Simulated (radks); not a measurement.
# Mg with its nuclear charge varied continuously

Aim: the energy of 12 electrons in [Ne] 3s2 as the nuclear charge moves through non-integer values, and a test of dE/dZ = E(electron-nucleus)/Z.

Method: scalar-relativistic Kohn-Sham, PBE, spin-polarised, spherical densities, finite nucleus. Code: radks (a radial shooting solver on a logarithmic mesh, Libxc functionals) version 1.

## Step 1: Starting point

* element: magnesium (Z = 12)
* charge: 0
* electrons: 12
* configuration: [Ne] 3s2
* nuclear rms radius: 3.057 fm

The outer shells:

Mg
```
[Ne] core
3s [↑↓]
```

## Step 2: Z = 12

The run's settings:

```text
Z 12
configuration [Ne] 3s2
relativity scalar-relativistic
functional pbe,pbe
spin polarised
nucleus finite rms 3.057 fm
c 137.035999084
```

## Step 3: Z = 11.8

Settings, as their differences from step 2:

```diff
@@ -1,2 +1,2 @@
-Z 12
+Z 11.8
 configuration [Ne] 3s2
```

## Step 4: Z = 12.2

Settings, as their differences from step 3:

```diff
@@ -1,2 +1,2 @@
-Z 11.8
+Z 12.2
 configuration [Ne] 3s2
```

## Step 5: Z = 12.4

Settings, as their differences from step 4:

```diff
@@ -1,2 +1,2 @@
-Z 12.2
+Z 12.4
 configuration [Ne] 3s2
```

## Step 6: Z = 12.6

Settings, as their differences from step 5:

```diff
@@ -1,2 +1,2 @@
-Z 12.4
+Z 12.6
 configuration [Ne] 3s2
```

## Step 7: Z = 12.8

Settings, as their differences from step 6:

```diff
@@ -1,2 +1,2 @@
-Z 12.6
+Z 12.8
 configuration [Ne] 3s2
```

## Step 8: Z = 13

Settings, as their differences from step 7:

```diff
@@ -1,2 +1,2 @@
-Z 12.8
+Z 13
 configuration [Ne] 3s2
```

Before running it: what results should come out? Wanted: for each run, Z; E; E(electron-nucleus)/Z; highest level; its energy; <r>.

**Answer**, as computed:

| Z | E (hartree) | E(electron-nucleus)/Z (hartree) | highest level | its energy (eV) | <r> (bohr) |
| --- | --- | --- | --- | --- | --- |
| 11.8 | -192.35871 | -39.1672 | 3s | -3.172 | 3.401 |
| 12 | -200.27974 | -40.0323 | 3s | -4.705 | 3.150 |
| 12.2 | -208.37365 | -40.8955 | 3s | -6.412 | 2.944 |
| 12.4 | -216.64013 | -41.7573 | 3s | -8.282 | 2.771 |
| 12.6 | -225.07894 | -42.6180 | 3s | -10.308 | 2.622 |
| 12.8 | -233.68988 | -43.4779 | 3s | -12.486 | 2.492 |
| 13 | -242.47283 | -44.3372 | 3s | -14.811 | 2.377 |

In words: At Z = 12 the central difference of E is -40.037 hartree, against -40.032 from the Hellmann-Feynman theorem; the scalar-relativistic energy here is not variational, so the two differ by a part that grows with Z. The top level goes from -3.172 eV at Z = 11.8 to -14.811 eV at Z = 13.
